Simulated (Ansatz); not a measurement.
# CuTe (Pmmn): one cell, many starting occupations, part 2 of 3

Task: map the metastable states of CuTe (Pmmn) by varying the start. Cell and atoms stay fixed.

Ansatz 0.2.0; DFT r²SCAN+U (U_eff = 1 eV on Cu d), plane waves, PAW. The steps go on from the part before.

### 5 Random orbitals: fully mixed, first filling

input.yaml reads:

```yaml
crystal:
  lattice:
    - [6.19999952, 0.0, 0.0]
    - [0.0, 4.01999969, 0.0]
    - [0.0, 0.0, 6.85999947]
  atoms:
    - { symbol: Cu, position: [0.0, 0.5, 0.449], spin: 1.0 }
    - { symbol: Cu, position: [0.25, 0.0, 0.551], spin: 1.0 }
    - { symbol: Te, position: [0.0, 0.0, 0.223] }
    - { symbol: Te, position: [0.25, 0.5, 0.777] }
    - { symbol: Cu, position: [0.5, 0.5, 0.449], spin: -1.0 }
    - { symbol: Cu, position: [0.75, 0.0, 0.551], spin: -1.0 }
    - { symbol: Te, position: [0.5, 0.0, 0.223] }
    - { symbol: Te, position: [0.75, 0.5, 0.777] }
basis:
  ecutwfc: 500
  ecutrho_ratio: 4
kpoints:
  mp_grid: { grid: [3, 5, 3] }
hamiltonian:
  xc: r2scan
  hubbard:
    sites:
      - { site: 0, l: d, u_eff: 1.0, starting_ns: [{ spin: up, occupation_matrix: s0up }, { spin: down, occupation_matrix: s0down }] }
      - { site: 1, l: d, u_eff: 1.0, starting_ns: [{ spin: up, occupation_matrix: s1up }, { spin: down, occupation_matrix: s1down }] }
      - { site: 4, l: d, u_eff: 1.0, starting_ns: [{ spin: up, occupation_matrix: s4up }, { spin: down, occupation_matrix: s4down }] }
      - { site: 5, l: d, u_eff: 1.0, starting_ns: [{ spin: up, occupation_matrix: s5up }, { spin: down, occupation_matrix: s5down }] }
    occupation_matrices:
      s0up:
        matrix:
          - [0.97, 0.0, 0.0, 0.0, 0.0]
          - [0.0, 0.97, 0.0, 0.0, 0.0]
          - [0.0, 0.0, 0.97, 0.0, 0.0]
          - [0.0, 0.0, 0.0, 0.97, 0.0]
          - [0.0, 0.0, 0.0, 0.0, 0.97]
      s0down:
        matrix:
          - [0.40714, -0.35087, -0.24123, 0.02193, -0.19006]
          - [-0.35087, 0.75127, -0.15037, 0.01367, -0.11848]
          - [-0.24123, -0.15037, 0.86662, 0.0094, -0.08145]
          - [0.02193, 0.01367, 0.0094, 0.96915, 0.0074]
          - [-0.19006, -0.11848, -0.08145, 0.0074, 0.90582]
      s1up:
        matrix:
          - [0.97, 0.0, 0.0, 0.0, 0.0]
          - [0.0, 0.97, 0.0, 0.0, 0.0]
          - [0.0, 0.0, 0.97, 0.0, 0.0]
          - [0.0, 0.0, 0.0, 0.97, 0.0]
          - [0.0, 0.0, 0.0, 0.0, 0.97]
      s1down:
        matrix:
          - [0.40714, -0.35087, -0.24123, 0.02193, -0.19006]
          - [-0.35087, 0.75127, -0.15037, 0.01367, -0.11848]
          - [-0.24123, -0.15037, 0.86662, 0.0094, -0.08145]
          - [0.02193, 0.01367, 0.0094, 0.96915, 0.0074]
          - [-0.19006, -0.11848, -0.08145, 0.0074, 0.90582]
      s4up:
        matrix:
          - [0.40714, -0.35087, -0.24123, 0.02193, -0.19006]
          - [-0.35087, 0.75127, -0.15037, 0.01367, -0.11848]
          - [-0.24123, -0.15037, 0.86662, 0.0094, -0.08145]
          - [0.02193, 0.01367, 0.0094, 0.96915, 0.0074]
          - [-0.19006, -0.11848, -0.08145, 0.0074, 0.90582]
      s4down:
        matrix:
          - [0.97, 0.0, 0.0, 0.0, 0.0]
          - [0.0, 0.97, 0.0, 0.0, 0.0]
          - [0.0, 0.0, 0.97, 0.0, 0.0]
          - [0.0, 0.0, 0.0, 0.97, 0.0]
          - [0.0, 0.0, 0.0, 0.0, 0.97]
      s5up:
        matrix:
          - [0.40714, -0.35087, -0.24123, 0.02193, -0.19006]
          - [-0.35087, 0.75127, -0.15037, 0.01367, -0.11848]
          - [-0.24123, -0.15037, 0.86662, 0.0094, -0.08145]
          - [0.02193, 0.01367, 0.0094, 0.96915, 0.0074]
          - [-0.19006, -0.11848, -0.08145, 0.0074, 0.90582]
      s5down:
        matrix:
          - [0.97, 0.0, 0.0, 0.0, 0.0]
          - [0.0, 0.97, 0.0, 0.0, 0.0]
          - [0.0, 0.0, 0.97, 0.0, 0.0]
          - [0.0, 0.0, 0.0, 0.97, 0.0]
          - [0.0, 0.0, 0.0, 0.0, 0.97]
    ns_hold: { iters: 12 }
scf:
  occupations: { method: gaussian, width: 0.05 }
  lower_state_search: "off"
  max_iter: 150
output:
  forces: true
  stress: true
  eigenvalues: true
  populations: true
  hubbard:
    sites:
      - { site: 0, l: d }
      - { site: 1, l: d }
      - { site: 4, l: d }
      - { site: 5, l: d }
  write_density: true
  write_potential: true
  elf: true
  volumetric_format: npy
magnetization:
  spin_polarized: true
```

The typed matrices put 0.97 on the chosen orbitals and 0.02 on the others, and are held for 12 cycles.

Started as:

```bash
> ansatz run input.yaml --threads 8 --pin off --max-ram 12288MiB --backend cpu --events-out ev --progress --plain --runs-dir out
```

What it wrote (excerpt; [...] marks lines left out):

```text
Warning: crystal.symmetry: narrowed to the stabiliser of the occupation matrices — unitary ops 4 → 2, anti-unitary 4 → 2; lowered by the specified shells (site 0, l: d), (site 1, l: d), (site 4, l: d), (site 5, l: d); largest admitted image defect 4.4e-16, smallest excluded 4.8e-1 — at a [...]
Warning: RAYON_NUM_THREADS=8 ignored (pool sized by the plan → 8); use --threads N
Cu: projections on atomic orbitals take those of the free atom [Ne] 3s2 3p6 3d10 4s1, of charge +0.00 (hamiltonian.pseudopotentials.projection_atoms); the dataset's partial waves leave at most 2.0e-6 of an orbital's norm unspanned inside its sphere
Te: projections on atomic orbitals take those of the free atom [Kr] 4d10 5s2 5p4, of charge +0.00 (hamiltonian.pseudopotentials.projection_atoms); the dataset's partial waves leave at most 7.8e-6 of an orbital's norm unspanned inside its sphere
[...]
WARN: the starting moments were not kept: the SCF closed with an absolute magnetisation of 2.0e-5 μB, where they sum to 4 μB in size (4 sites). That is at most 0.1 of that sum. Measured as dr2_m measures the in/out step, that magnetisation stands 1.1e-11 eV from none, at or under the [...]
WARN: hamiltonian.hubbard: on 4 of 8 specified blocks the occupation matrix of this SCF's result fails the test of the specified filling. At site 0 ↓ (sites count from 0 in the list of atoms of the cell that this SCF solves) the least filled combination of the orbitals specified full has [...]
  Cu4 d_3D dn     Tr n = 4.9047  λ = 0.966 0.980 0.981 0.985 0.992  [5× z2 0.20 A1(0.40)]
  specified occupation → Cu4 d_3D up: matrix, ‖Δ‖_F = 0.9622, Tr Δ = -1.0047, displaced = 0.5047, d_λ = 0.9463; orbital distance = 0.8944
  specified occupation → Cu4 d_3D dn: matrix, ‖Δ‖_F = 0.0312, Tr Δ = -0.0547, displaced = 0.0315, d_λ = 0.0312; orbital distance = 0.0000
  Cu5 d_3D: site group C2v (mm2)
  Cu5 d_3D up     Tr n = 4.9047  λ = 0.966 0.980 0.981 0.985 0.992  [5× z2 0.20 A1(0.40)]
  Cu5 d_3D dn     Tr n = 4.9047  λ = 0.966 0.980 0.981 0.985 0.992  [5× z2 0.20 A1(0.40)]
  specified occupation → Cu5 d_3D up: matrix, ‖Δ‖_F = 0.9622, Tr Δ = -1.0047, displaced = 0.5047, d_λ = 0.9463; orbital distance = 0.8944
  specified occupation → Cu5 d_3D dn: matrix, ‖Δ‖_F = 0.0312, Tr Δ = -0.0547, displaced = 0.0315, d_λ = 0.0312; orbital distance = 0.0000
  Tr n, λ and their labels are of the run-group-symmetrised matrices; stabiliser: 32 of 32 elements of G0×{1,Θ} (closed), max defect 7.0e-7 at τ = 5.5e-3
```

It took 20 s on 8 threads of Arm Neoverse V2, shared host; peak memory 1.8 GiB.

It ends with no gap, pressure 3.9 GPa, no moment over 0.05 μB in any sphere, largest force component 0.25 eV/Å, 2 symmetry operations imposed. The program reports that the typed filling wasn't kept.

The shells' filling, with natural orbitals sorted by occupation:

```tsv
shell	channel	electrons	over 0.8	0.2 to 0.8	under 0.2
Cu 3d (atom 1)	up	4.90	5	0	0
Cu 3d (atom 1)	down	4.90	5	0	0
```

Density in a lattice plane of the grid's cell (edges 6.20 and 6.86 Å, at 0.000 of the third edge), which holds Cu and Te.

Ten even steps from '0' (0.02 e/Å³) to '9' (53.28 e/Å³):
```
0000000000000000000000
0000000000000000000000
0000000000000000000000
0000000000000000000000
0000000000000000000000
0000000000000000000000
0000000000000000000000
0000133100000001331000
0000299200000002992000
0000133100000001331000
0000000000000000000000
0000000000000000000000
0000000000000000000000
1000000000010000000000
2200000000222000000002
2200000000222000000002
1000000000010000000000
0000000000000000000000
0000000000000000000000
0000000000000000000000
```
Columns run along the first of these edges and rows up along the second, over one cell in 22 and 20 even steps from the bottom left corner. Atoms in the plane (fractional): Cu at (0.25, 0.55), Te at (0.00, 0.22), Cu at (0.75, 0.55), Te at (0.50, 0.22).

ELF in the same plane.

Ten even steps from '0' (0.00) to '9' (0.88):
```
2110000001121100000011
0000000000000000000000
0000000000000000000000
0001111110000011111100
0011222211000112222110
0011111111000111111110
0111222211101112222111
1112366321111123663211
1112599521111125995211
2112366321121123663211
4321122112343211221123
6553211135555531112355
4455423455444554324554
1234544543212345445432
0024544542000245445420
0024555542000245555420
1246644664212466446642
6667633676666676336766
8887411478888874114788
7753100125777521001357
```
Columns run along the first of these edges and rows up along the second, over one cell in 22 and 20 even steps from the bottom left corner. Atoms in the plane (fractional): Cu at (0.25, 0.55), Te at (0.00, 0.22), Cu at (0.75, 0.55), Te at (0.50, 0.22).

Both are smooth fields of the valence electrons: close to the nuclei they are not physical.

Outside the cores ELF peaks at 0.79 beside Te, off the lines to its neighbours, 1.3 Å from Te.

### 6 Random orbitals: drawn by pairs, first filling

input.yaml: that of step 5 with these lines changed.

```diff
@@ -37,7 +37,7 @@
         matrix:
-          - [0.40714, -0.35087, -0.24123, 0.02193, -0.19006]
-          - [-0.35087, 0.75127, -0.15037, 0.01367, -0.11848]
-          - [-0.24123, -0.15037, 0.86662, 0.0094, -0.08145]
-          - [0.02193, 0.01367, 0.0094, 0.96915, 0.0074]
-          - [-0.19006, -0.11848, -0.08145, 0.0074, 0.90582]
+          - [0.97, 0.0, 0.0, 0.0, 0.0]
+          - [0.0, 0.495, 0.475, 0.0, 0.0]
+          - [0.0, 0.475, 0.495, 0.0, 0.0]
+          - [0.0, 0.0, 0.0, 0.97, 0.0]
+          - [0.0, 0.0, 0.0, 0.0, 0.97]
       s1up:
@@ -51,14 +51,14 @@
         matrix:
-          - [0.40714, -0.35087, -0.24123, 0.02193, -0.19006]
-          - [-0.35087, 0.75127, -0.15037, 0.01367, -0.11848]
-          - [-0.24123, -0.15037, 0.86662, 0.0094, -0.08145]
-          - [0.02193, 0.01367, 0.0094, 0.96915, 0.0074]
-          - [-0.19006, -0.11848, -0.08145, 0.0074, 0.90582]
+          - [0.97, 0.0, 0.0, 0.0, 0.0]
+          - [0.0, 0.495, 0.475, 0.0, 0.0]
+          - [0.0, 0.475, 0.495, 0.0, 0.0]
+          - [0.0, 0.0, 0.0, 0.97, 0.0]
+          - [0.0, 0.0, 0.0, 0.0, 0.97]
       s4up:
         matrix:
-          - [0.40714, -0.35087, -0.24123, 0.02193, -0.19006]
-          - [-0.35087, 0.75127, -0.15037, 0.01367, -0.11848]
-          - [-0.24123, -0.15037, 0.86662, 0.0094, -0.08145]
-          - [0.02193, 0.01367, 0.0094, 0.96915, 0.0074]
-          - [-0.19006, -0.11848, -0.08145, 0.0074, 0.90582]
+          - [0.97, 0.0, 0.0, 0.0, 0.0]
+          - [0.0, 0.495, 0.475, 0.0, 0.0]
+          - [0.0, 0.475, 0.495, 0.0, 0.0]
+          - [0.0, 0.0, 0.0, 0.97, 0.0]
+          - [0.0, 0.0, 0.0, 0.0, 0.97]
       s4down:
@@ -72,7 +72,7 @@
         matrix:
-          - [0.40714, -0.35087, -0.24123, 0.02193, -0.19006]
-          - [-0.35087, 0.75127, -0.15037, 0.01367, -0.11848]
-          - [-0.24123, -0.15037, 0.86662, 0.0094, -0.08145]
-          - [0.02193, 0.01367, 0.0094, 0.96915, 0.0074]
-          - [-0.19006, -0.11848, -0.08145, 0.0074, 0.90582]
+          - [0.97, 0.0, 0.0, 0.0, 0.0]
+          - [0.0, 0.495, 0.475, 0.0, 0.0]
+          - [0.0, 0.475, 0.495, 0.0, 0.0]
+          - [0.0, 0.0, 0.0, 0.97, 0.0]
+          - [0.0, 0.0, 0.0, 0.0, 0.97]
       s5down:
@@ -84,3 +84,3 @@
           - [0.0, 0.0, 0.0, 0.0, 0.97]
-    ns_hold: { iters: 12 }
+    ns_hold: until_converged
 scf:
@@ -100,6 +100,2 @@
       - { site: 5, l: d }
-  write_density: true
-  write_potential: true
-  elf: true
-  volumetric_format: npy
 magnetization:
```

The typed matrices put 0.97 on the chosen orbitals and 0.02 on the others, and are held until the SCF converges, then released.

Started as:

```bash
> ansatz run input.yaml --threads 8 --pin off --max-ram 12288MiB --backend cpu --events-out ev --progress --plain --runs-dir out
```

What it wrote (excerpt; [...] marks lines left out):

```text
Warning: crystal.symmetry: narrowed to the stabiliser of the occupation matrices — unitary ops 4 → 2, anti-unitary 4 → 2; lowered by the specified shells (site 0, l: d), (site 1, l: d), (site 4, l: d), (site 5, l: d); largest admitted image defect 4.4e-16, smallest excluded 9.5e-1 — at a [...]
Warning: RAYON_NUM_THREADS=8 ignored (pool sized by the plan → 8); use --threads N
Cu: projections on atomic orbitals take those of the free atom [Ne] 3s2 3p6 3d10 4s1, of charge +0.00 (hamiltonian.pseudopotentials.projection_atoms); the dataset's partial waves leave at most 2.0e-6 of an orbital's norm unspanned inside its sphere
Te: projections on atomic orbitals take those of the free atom [Kr] 4d10 5s2 5p4, of charge +0.00 (hamiltonian.pseudopotentials.projection_atoms); the dataset's partial waves leave at most 7.8e-6 of an orbital's norm unspanned inside its sphere
[...]
WARN: the starting moments were not kept: the SCF closed with an absolute magnetisation of 2.8e-5 μB, where they sum to 4 μB in size (4 sites). That is at most 0.1 of that sum. Measured as dr2_m measures the in/out step, that magnetisation stands 3.9e-11 eV from none, at or under the [...]
WARN: hamiltonian.hubbard: on 4 of 8 specified blocks the occupation matrix of this SCF's result fails the test of the specified filling. At site 0 ↓ (sites count from 0 in the list of atoms of the cell that this SCF solves) the least filled combination of the orbitals specified full has [...]
  specified occupation → Cu4 d_3D up: matrix, ‖Δ‖_F = 0.9534, Tr Δ = -1.0047, displaced = 0.5023, d_λ = 0.9463; orbital distance = 1.0000
  specified occupation → Cu4 d_3D dn: matrix, ‖Δ‖_F = 0.0312, Tr Δ = -0.0547, displaced = 0.0315, d_λ = 0.0312; orbital distance = 0.0000
  Cu5 d_3D: site group C2v (mm2)
  Cu5 d_3D up     Tr n = 4.9047  λ = 0.966 0.980 0.981 0.985 0.992  [yz 1.00 B2(1.00) | xz 1.00 B1(1.00) | xy 1.00 A2(1.00) | z2 1.00 A1(1.00) | x2-y2 1.00 A1(1.00)]
  Cu5 d_3D dn     Tr n = 4.9047  λ = 0.966 0.980 0.981 0.985 0.992  [yz 1.00 B2(1.00) | xz 1.00 B1(1.00) | xy 1.00 A2(1.00) | z2 1.00 A1(1.00) | x2-y2 1.00 A1(1.00)]
  specified occupation → Cu5 d_3D up: matrix, ‖Δ‖_F = 0.9534, Tr Δ = -1.0047, displaced = 0.5023, d_λ = 0.9463; orbital distance = 1.0000
  specified occupation → Cu5 d_3D dn: matrix, ‖Δ‖_F = 0.0312, Tr Δ = -0.0547, displaced = 0.0315, d_λ = 0.0312; orbital distance = 0.0000
  Tr n, λ and their labels are of the run-group-symmetrised matrices; stabiliser: 32 of 32 elements of G0×{1,Θ} (closed), max defect 4.7e-7 at τ = 1.4e-4
```

Run time: 23 s. Hardware: 8 threads of Arm Neoverse V2, shared host; peak memory 1.8 GiB.

End state: no gap, pressure 3.9 GPa, no moment over 0.05 μB in any sphere, largest force component 0.25 eV/Å, 2 symmetry operations imposed. The program reports that the typed filling wasn't kept.

The shells' filling, with natural orbitals sorted by occupation:

```tsv
shell	channel	electrons	over 0.8	0.2 to 0.8	under 0.2
Cu 3d (atom 1)	up	4.90	5	0	0
Cu 3d (atom 1)	down	4.90	5	0	0
```

(Continued in part 3 of 3.)
